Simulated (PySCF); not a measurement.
# LuSF: other functionals and bases at one geometry

The task here is to estimate one member of a computed series from the others.

The runs use PySCF 2.14.0; several levels, as the steps say, no spin–orbit coupling.

1 further run of the same task is left out (for a known fault of the program).

### Starting geometry

3 atoms, charge 0, spin multiplicity 1.

Bond lengths: Lu1–S2 2.293 Å, Lu1–F3 1.955 Å. Angles: S2–Lu1–F3 116.8°.

Coordinates:

```csv
atom,x (Å),y (Å),z (Å)
Lu1,-0.1694,0.0000,-0.3515
S2,1.8083,0.0000,0.8097
F3,-1.8130,0.0000,0.7063
```

Formal oxidation states: Lu +3. Each metal's 14 4f electrons lie in its core potential, so multiplicities, spins and levels count the valence alone. An earlier session relaxed this geometry at PBE0, Lu lcecp-1-SVP with ECP60, S def2-SVP, F def2-SVP (singlet, point group Cs).

At PBE0 on the finer grid: E = -537.683921 Eh, HOMO -6.06 eV, LUMO -3.06 eV, Mulliken charge on Lu1 +0.76 e, largest force component 0.016 eV/Å. 

Levels to run: M06-L; HF; PBE0, TZVP. Hardware: 2 threads of Intel Xeon Platinum 8488C (Sapphire Rapids), shared host.

The first run:

The input, run.py (the lines that set the calculation):

```python
mol = gto.M(atom='''
Lu    -0.16939     0.00000    -0.35149
S      1.80835     0.00000     0.80971
F     -1.81300     0.00000     0.70629''',
    basis={'Lu': 'lcecp-1-SVP', 'S': 'def2-SVP', 'F': 'def2-SVP'},
    ecp={'Lu': 'lcecp-1-SVP'},
    charge=0, spin=0)
mf = dft.RKS(mol, xc='M06L')
mf.grids.atom_grid = (75, 302)  # f atoms: unpruned, at least (60, 302)
mf = mf.density_fit()  # fitting sets: Lu AutoAux, S def2-universal-JKFIT, F def2-universal-JKFIT
mf.conv_tol = 1e-08; mf.max_cycle = 55
mf.kernel(dm0)  # dm0: the density of the relaxed state
```

Command:

```sh
OMP_NUM_THREADS=2 python run.py
```

Among the steps run: M06-L; HF; PBE0, TZVP.

One table of the session follows, with a row left open; its other results are not shown here.

| level | HOMO (eV) | gap (eV) | charge on Lu1 (e) | dipole (D) | largest force component (eV/Å) |
| --- | --- | --- | --- | --- | --- |
| PBE0 (relaxed here) | -6.06 | 3.01 | 0.76 | 7.74 | 0.02 |
| M06-L | -5.01 | 2.41 | 0.90 | 7.88 | 0.38 |
| HF | -8.24 | 7.06 | 1.07 | 9.45 | 0.53 |
| PBE0, TZVP | ? | ? | ? | ? | ? |

**Question.** Estimate the row for PBE0, TZVP.

**Answer.** HOMO (eV): -6.10; gap (eV): 3.03; charge on Lu1 (e): 1.16; dipole (D): 7.97; largest force component (eV/Å): 0.04. In the column «HOMO (eV)» it lies between HF (-8.24) and PBE0 (relaxed here) (-6.06).

In one basis the HOMO–LUMO gap runs from 2.41 eV (M06-L) to 7.06 eV (HF). The largest leftover force, 0.53 eV/Å with HF, stands at a geometry relaxed at another level. With 4f in the core, its levels are missing from HOMO and gap, and its count is fixed, so no charge can pass from the ligands into it. Total energies of different levels can't be compared.
